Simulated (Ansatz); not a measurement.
Crystal: CsLiCr2Te2S3.

```
Cs Li Cr Te S
1.0
     7.05684    0.00000    0.00788
     0.00000    3.98060    0.00000
    -2.68302    0.00000    8.67869
Cs Li Cr Te S
1 1 2 2 3
Direct
  0.07739 0.00000 0.37706
  0.86424 0.50000 0.78883
  0.12646 0.00000 0.94616
  0.59290 0.50000 0.97165
  0.50838 0.00000 0.15270
  0.55612 0.00000 0.74893
  0.87426 0.00000 0.68502
  0.25176 0.50000 0.84402
  0.96294 0.50000 0.05357
```

The cell was built by a generator and needn't be a form met in nature.

| Quantity | Value |
| --- | --- |
| Program | Ansatz 0.2.0 |
| Task | relaxation of cell and atoms |
| Functional | r2SCAN |
| Dispersion | D4 |
| Potentials or basis | Ansatz PAW |
| Cutoff | 500 eV (not typed: the program's choice for these potentials) |
| k mesh | 3 × 5 × 3 |
| Occupations | fermi-dirac, width 0.05 eV |
| Spin | collinear spin, ferromagnetic start |
| Starting moments | [0.0, 0.0, 3.0, 3.0, 0.0, 0.0, 0.0, 0.0, 0.0] μB |

At the start: volume 27.10 Å³/atom.

Task: Where does the relaxation end?

Result: It ends after 7 steps and the volume is 26.19 Å³/atom (-3.4 %); space group Pm (No. 6, to 0.05 Å); moment 6.00 μB per cell.

Step by step:
```tsv
step	energy change (eV)	largest force (eV/Å)	volume (Å³)
1	0.0000	0.3282	243.87
2	-0.0174	0.2169	238.86
3	-0.0267	0.0942	237.08
4	-0.0303	0.0285	236.47
5	-0.0311	0.0135	235.78
6	-0.0313	0.0031	235.68
7	-0.0301	0.0031	235.68
```

Final structure:
```xyz
9
Lattice="7.0628 0.0000 -0.0007 0.0000 3.9391 0.0000 -2.6956 0.0000 8.4718" Properties=species:S:1:pos:R:3 pbc="T T T"
Cs   -0.4513    0.0000    3.2584
Li    3.9624    1.9695    6.6604
Cr   -1.6533    0.0000    8.0232
Cr    1.5572    1.9695    8.2445
Te    3.1744    0.0000    1.3661
Te    1.9249    0.0000    6.2909
S     4.3075    0.0000    5.7542
S    -0.4942    1.9695    7.0995
S     6.6670    1.9695    0.4697
```

Caveat: the magnetic or orbital state may not be the lowest; the plane-wave basis is chosen anew once the cell has moved, so the energies of steps on either side of that aren't comparable; only a ferromagnetic start was run, and an antiferromagnetic order may lie lower in energy; the PAW data sets come from PBE, with cores solved anew for the run's functional, which leaves a small shift of forces and pressure.
